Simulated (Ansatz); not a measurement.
# SnH2O2 (SMILES [OH][Sn][OH]): single points off equilibrium

A test off equilibrium: a structure displaced at random from a GFN2-xTB minimum is computed at several levels, and each is set against CCSD(T).

The runs use Ansatz 0.2.0, Gaussian basis; single points in def2-TZVPP.

Cores are frozen in the correlated methods. Filled d shells of the heavier atoms are correlated. Core potentials replace the inner electrons past krypton, and spin-orbit coupling is left out.

### 1 Where the work starts

SMILES `[OH][Sn][OH]`, 5 atoms, charge 0, spin multiplicity 1.

Atoms are counted from 1 here; the program's logs count them from 0.

Bond lengths: O1–Sn2 2.006 Å, O1–H4 1.012 Å, Sn2–O3 2.074 Å, O3–H5 0.969 Å. Angles: Sn2–O1–H4 127.7°, O1–Sn2–O3 92.1°, Sn2–O3–H5 132.2°.

Geometry (Å):

```
O    -1.0821    0.0722   -0.6167
Sn   -0.1437   -1.0472    0.7589
O     1.5961    0.0693    0.5895
H    -2.0231   -0.0438   -0.9714
H     1.8034    0.8804    0.1019
```

### 2 CCSD(T)/def2-TZVPP

run/in.yaml reads:

```yaml
crystal:
  periodic: [false, false, false]
  atoms:
    - {symbol: O, position_ang: [-1.082100, 0.072200, -0.616700]}
    - {symbol: Sn, position_ang: [-0.143700, -1.047200, 0.758900]}
    - {symbol: O, position_ang: [1.596100, 0.069300, 0.589500]}
    - {symbol: H, position_ang: [-2.023100, -0.043800, -0.971400]}
    - {symbol: H, position_ang: [1.803400, 0.880400, 0.101900]}
basis:
  gaussian: {orbitals: def2-TZVPP}
correlation: {method: ccsd_t}
output: {forces: true}
```

The command line of these runs was not kept.

### 3 PBE0-D4/def2-TZVPP

Changes to run/in.yaml since step 2:

```diff
@@ -10,3 +10,3 @@
   gaussian: {orbitals: def2-TZVPP}
-correlation: {method: ccsd_t}
-output: {forces: true}
+hamiltonian: {xc: pbe0, dispersion: d4}
+output: {forces: true, orbitals: {seedname: orbitals}}
```

### 4 wB97M-V/def2-TZVPP

Changes to run/in.yaml since step 3:

```diff
@@ -10,3 +10,3 @@
   gaussian: {orbitals: def2-TZVPP}
-hamiltonian: {xc: pbe0, dispersion: d4}
-output: {forces: true, orbitals: {seedname: orbitals}}
+hamiltonian: {xc: {name: wB97M-V}}
+output: {forces: true}
```

### 5 r2SCAN-D4/def2-TZVPP

Changes to run/in.yaml since step 4:

```diff
@@ -10,3 +10,3 @@
   gaussian: {orbitals: def2-TZVPP}
-hamiltonian: {xc: {name: wB97M-V}}
+hamiltonian: {xc: r2scan, dispersion: d4}
 output: {forces: true}
```

### 6 PBE-D4/def2-TZVPP

Changes to run/in.yaml since step 5:

```diff
@@ -10,3 +10,3 @@
   gaussian: {orbitals: def2-TZVPP}
-hamiltonian: {xc: r2scan, dispersion: d4}
+hamiltonian: {xc: pbe, dispersion: d4}
 output: {forces: true}
```

### 7 SPW92/def2-TZVPP

Changes to run/in.yaml since step 6:

```diff
@@ -10,3 +10,3 @@
   gaussian: {orbitals: def2-TZVPP}
-hamiltonian: {xc: pbe, dispersion: d4}
+hamiltonian: {xc: lda}
 output: {forces: true}
```

### 8 B97M-V/def2-TZVPP

Changes to run/in.yaml since step 7:

```diff
@@ -10,3 +10,3 @@
   gaussian: {orbitals: def2-TZVPP}
-hamiltonian: {xc: lda}
+hamiltonian: {xc: {name: B97M-V}}
 output: {forces: true}
```

(Steps that only read results are left out.)

What does the calculation give? Wanted: energy less free atoms, CCSD(T)/def2-TZVPP; RMS force component; RMS force error; HOMO and LUMO, PBE0-D4; T1 diagnostic.

**Answer**, as computed:

| quantity | value |
| --- | --- |
| energy less free atoms, CCSD(T)/def2-TZVPP | -1607.1 kJ/mol |
| RMS force component | 0.867 to 1.092 eV/Å over the methods |
| RMS force error | PBE0-D4 0.082, wB97M-V 0.061, r2SCAN-D4 0.097, PBE-D4 0.343, SPW92 0.302, B97M-V 0.156 eV/Å |
| HOMO and LUMO, PBE0-D4 | -7.57 and -2.07 eV |
| T1 diagnostic | 0.019 |

In words: Against CCSD(T) the functionals' energies less atoms differ by -374.9 to -17.8 kJ/mol, PBE-D4 by -114.8 kJ/mol. The reference is not at the basis limit: in triple zeta CCSD(T) underbinds, which counts against methods that bind more; the gaps are no ranking. The forces of wB97M-V come nearest to CCSD(T), those of PBE-D4 are farthest. Frozen-core CCSD(T) forces in triple zeta carry basis errors of their own, and this is one geometry, so small gaps rank nothing.
